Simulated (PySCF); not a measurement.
# Ce2O4: other functionals and bases at one geometry

The task here is to estimate one member of a computed series from the others.

Method: several levels, as the steps say, no spin–orbit coupling; program: PySCF 2.14.0.

3 further runs of the same task are left out: 2 for a known fault of the program, 1 that didn't finish.

**The system as given**

6 atoms, charge 0, spin multiplicity 1.

Bond lengths: Ce1–Ce2 3.328 Å, Ce1–O3 2.140 Å, Ce1–O4 2.140 Å, Ce1–O5 1.872 Å, Ce2–O3 2.140 Å, Ce2–O4 2.140 Å, Ce2–O6 1.872 Å. Angles: Ce2–Ce1–O3 38.9°, Ce2–Ce1–O4 38.9°, Ce2–Ce1–O5 112.4°, O3–Ce1–O4 77.6°, O3–Ce1–O5 109.9°, O4–Ce1–O5 109.9°, Ce1–Ce2–O3 38.9°, Ce1–Ce2–O4 38.9°, Ce1–Ce2–O6 112.4°, O3–Ce2–O4 77.6°, O3–Ce2–O6 109.9°, O4–Ce2–O6 109.9°, Ce1–O3–Ce2 102.1°, Ce1–O4–Ce2 102.1°.

Geometry (Å):

```csv
atom,x (Å),y (Å),z (Å)
Ce1,0.0000,-0.4375,1.6639
Ce2,0.0000,-0.4375,-1.6639
O3,1.3412,-0.5384,0.0000
O4,-1.3412,-0.5384,0.0000
O5,0.0000,1.2939,2.3767
O6,0.0000,1.2939,-2.3767
```

Formal oxidation states: Ce +4. The 4f shell is empty and lies in the core potential. An earlier session relaxed this geometry at B3LYP, Ce lcecp-2-SVP with ECP46, O def2-SVP (singlet, point group C2v).

At B3LYP on the finer grid: E = -378.068037 Eh, frontier levels not given, since the 4f levels lie in the core, Mulliken charge on Ce1 +1.16 e, largest force component 0.004 eV/Å. The large-core potential holds the 4f shell empty.

Levels to run: PBE; TPSS; r2SCAN; TPSSh. Hardware: 2 threads of AMD EPYC 7R43 (Zen 3), shared host.

Set-up of the first run:

The input, run.py (the lines that set the calculation):

```python
mol = gto.M(atom='''
Ce     0.00000    -0.43755     1.66390
Ce     0.00000    -0.43755    -1.66390
O      1.34120    -0.53841     0.00000
O     -1.34120    -0.53841     0.00000
O      0.00000     1.29391     2.37672
O      0.00000     1.29391    -2.37672''',
    basis={'Ce': 'lcecp-2-SVP', 'O': 'def2-SVP'},
    ecp={'Ce': 'lcecp-2-SVP'},
    charge=0, spin=0)
mf = dft.RKS(mol, xc='PBE')
mf.grids.atom_grid = (75, 302)  # f atoms: unpruned, at least (60, 302)
mf = mf.density_fit()  # fitting sets: Ce AutoAux, O def2-universal-JKFIT
mf.conv_tol = 1e-08; mf.max_cycle = 55
mf.kernel(dm0)  # dm0: the density of the relaxed state
```

Started as:

```bash
$ OMP_NUM_THREADS=2 python run.py
```

Steps of the session up to this table: PBE; TPSS; r2SCAN; TPSSh.

One of the session's tables, all rows but one given; the rest of the session is left out.

```
               level  charge on Ce1 (e)  dipole (D)  largest force component (eV/Å)
B3LYP (relaxed here)               1.16       11.04                            0.00
                 PBE                  ?           ?                               ?
                TPSS               1.12       10.58                            0.59
              r2SCAN               1.17       10.85                            0.22
               TPSSh               1.18       10.94                            0.19
```

Estimate the missing values for PBE.

As computed: charge on Ce1 (e): 1.03; dipole (D): 10.22; largest force component (eV/Å): 0.52. In the column «charge on Ce1 (e)» it is the lowest.

The largest leftover force, 0.59 eV/Å with TPSS, stands at a geometry relaxed at another level. With 4f in the core, its levels are missing from HOMO and gap, and its count is fixed, so no charge can pass from the ligands into it. Total energies of different levels can't be compared.
